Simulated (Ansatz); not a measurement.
# TeH2O4: the cost of one run

Method: DFT, PBE, plane-wave PAW, default files, scalar-relativistic, as far as a step names no other, in Ansatz 0.2.0.

### Step 1. The structure to begin with

Symmetry: Pc, No. 7, monoclinic system. The conventional cell has a = 5.949 Å, b = 4.970 Å, c = 5.266 Å, α = 90.00°, β = 112.28°, γ = 90.00°. Te (site symmetry 1) has 6 O at 1.95 to 1.96 Å as nearest neighbours. Around H (site symmetry 1) lie 1 O at 0.99 Å. O (site symmetry 1) is surrounded by 1 H at 0.99 Å. Around O (site symmetry 1) lie 2 Te at 1.95 to 1.96 Å.

Structure file:

```
CELL_PARAMETERS angstrom
5.94901 0.00000 0.00000
0.00000 4.97041 0.00000
-1.99624 0.00000 4.87259
ATOMIC_POSITIONS crystal
Te 0.00199 0.25054 0.47491
Te 0.00199 0.74946 0.97491
H 0.62084 0.07334 0.49492
H 0.38081 0.51446 0.24807
H 0.38081 0.48553 0.74807
H 0.62084 0.92666 0.99492
O 0.66926 0.11878 0.33940
O 0.33212 0.61612 0.07364
O 0.33212 0.38388 0.57364
O 0.66926 0.88122 0.83940
O 0.11199 0.93769 0.32566
O 0.89491 0.43204 0.12115
O 0.89491 0.56796 0.62115
O 0.11199 0.06231 0.82566
```

### Step 2. Gradients at the starting positions

input.yaml reads:

```yaml
crystal:
  lattice:
    - [5.9490084028, 0.0, 0.0]
    - [0.0, 4.970406, 0.0]
    - [-1.9962405875, 0.0, 4.8725934735]
  atoms:
    - { symbol: Te, position: [0.001994, 0.250541, 0.474906] }
    - { symbol: Te, position: [0.001994, 0.749459, 0.974906] }
    - { symbol: H, position: [0.620841, 0.073339, 0.494919] }
    - { symbol: H, position: [0.380809, 0.514465, 0.248069] }
    - { symbol: H, position: [0.380809, 0.485535, 0.748069] }
    - { symbol: H, position: [0.620841, 0.926661, 0.994919] }
    - { symbol: O, position: [0.66926, 0.118781, 0.339402] }
    - { symbol: O, position: [0.332124, 0.616122, 0.073642] }
    - { symbol: O, position: [0.332124, 0.383878, 0.573642] }
    - { symbol: O, position: [0.66926, 0.881219, 0.839402] }
    - { symbol: O, position: [0.111992, 0.937691, 0.325656] }
    - { symbol: O, position: [0.894906, 0.432038, 0.121146] }
    - { symbol: O, position: [0.894906, 0.567962, 0.621146] }
    - { symbol: O, position: [0.111992, 0.062309, 0.825656] }
kpoints:
  mp_grid: { grid: [4, 5, 5] }
scf:
  occupations: { method: fermi_dirac, width: 0.02 }
hamiltonian:
  xc: pbe
  pseudopotentials: { kind: paw }
output:
  forces: true
  stress: true
  populations: true
  efg:
    quadrupole_moments_barn: { H: 0.00285783, O: -0.02558 }
    contact_densities: true
```

Launch:

```bash
$ ansatz run input.yaml --threads 1 --pin off --max-ram 2560MiB --backend cpu --events-out ev --progress --plain --runs-dir out
```

What time and memory should one allow on 1 thread of AMD EPYC 9R45 (Zen 5), shared host?

About 17 s, with a peak of 0.61 GiB.
